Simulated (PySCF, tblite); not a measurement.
**C5H11FOSi2: geometry, infrared bands and NMR shifts**

Wanted: the infrared bands and NMR shifts of C5H11FOSi2 (`C=C1[C@@H](C[SiH3])[C@H]1O[SiH2]F`), by calculation.

Computed with tblite 0.8.0 and PySCF 2.14.0, with density-fitted response routines of our own, on a single molecule in the gas phase. Atoms count from 0, in the outputs and in this text.

**1. The molecule as given**

20 atoms, charge 0, multiplicity 1; geometry from: force field or distance geometry start.

Bonds of the start (Å): C0–C1 1.32, C1–C2 1.40, C2–C3 1.52, C3–Si4 1.88, C2–C5 1.57, C5–O6 1.44, O6–Si7 1.67, Si7–F8 1.60, C5–C1 1.42, C0–H9 1.09, C0–H10 1.07, C2–H11 1.09, C3–H12 1.08, C3–H13 1.09, Si4–H14 1.49, Si4–H15 1.48, Si4–H16 1.48, C5–H17 1.09, Si7–H18 1.48, Si7–H19 1.48.

**2. Optimising the geometry with GFN2-xTB**

Job settings and geometry (Å):

```
{"job": {"kind": "relax", "xc": "GFN2-xTB", "basis": "xTB"}, "charge": 0, "multiplicity": 1}
C      1.672100     2.125800     0.388500
C      0.828200     1.137400     0.596300
C     -0.504000     0.751400     0.787600
C     -1.476400     0.822900    -0.377000
Si    -2.925700    -0.366400    -0.249300
C      0.701100    -0.262200     0.808200
O      0.696400    -1.228200    -0.262000
Si     2.123500    -2.032200    -0.571200
F      2.674400    -2.645900     0.804200
H      1.294700     3.142900     0.285300
H      2.728700     1.957600     0.309500
H     -0.965400     1.026400     1.734000
H     -0.963900     0.635600    -1.309000
H     -1.869300     1.835100    -0.429200
H     -3.694600    -0.097500     0.992400
H     -3.838100    -0.161000    -1.401000
H     -2.473500    -1.777200    -0.247200
H      0.984900    -0.620700     1.802800
H      1.872000    -3.138300    -1.529400
H      3.129700    -1.094900    -1.121600
```

On the command line:

```
$ OMP_NUM_THREADS=1 python probes_run.py task.json out
```

The driver reads the jobs from task.json and runs them one after another.

**Question.** This job is followed by: GFN2-xTB harmonic vibrations, gas phase; GIAO PBE0/pcSseg-1 NMR shielding, non-relativistic, gas phase. What will the session give for the following? strongest single infrared mode (GFN2-xTB); zero-point energy (GFN2-xTB); 13C shifts against TMS (PBE0/pcSseg-1); 1H shifts against TMS (PBE0/pcSseg-1, means over atoms taken as alike); 29Si shifts against TMS (PBE0/pcSseg-1); 17O shifts against H2O (PBE0/pcSseg-1); 19F shifts against CFCl3 (PBE0/pcSseg-1).

The runs gave:

| quantity | value |
| --- | --- |
| strongest single infrared mode (GFN2-xTB) | 2250 cm⁻¹, 331 km/mol |
| zero-point energy (GFN2-xTB) | 87.5 kcal/mol |
| 13C shifts against TMS (PBE0/pcSseg-1) | 149.5, 113.1, 53.0, 23.5, 10.5 ppm |
| 1H shifts against TMS (PBE0/pcSseg-1, means over atoms taken as alike) | 6.09, 5.94, 4.99, 4.59, 4.42, 3.99, 1.68, 1.46, 0.63 ppm |
| 29Si shifts against TMS (PBE0/pcSseg-1) | -28.2, -72.3 ppm |
| 17O shifts against H2O (PBE0/pcSseg-1) | 70.7 ppm |
| 19F shifts against CFCl3 (PBE0/pcSseg-1) | -163.7 ppm |

In words: Over 87 steps the energy fell by 0.509 eV; of the close pairs, C1–C2 changed most, 1.400 to 1.470 Å. No mode is imaginary among the 54: a minimum at this level. The strongest single mode, at 2250 cm⁻¹, moves mainly H15. GFN2-xTB is a fitted tight-binding method: band positions and strengths are rough. Its intensities can rank the bands wrongly. C1 (fully substituted alkene carbon) lies farthest downfield among carbon, at 149.5 ppm; as expected for a trigonal carbon in a double bond. At PBE0/pcSseg-1: The widest tensor belongs to C1: span 254 ppm, with a paramagnetic part of -230 ppm.
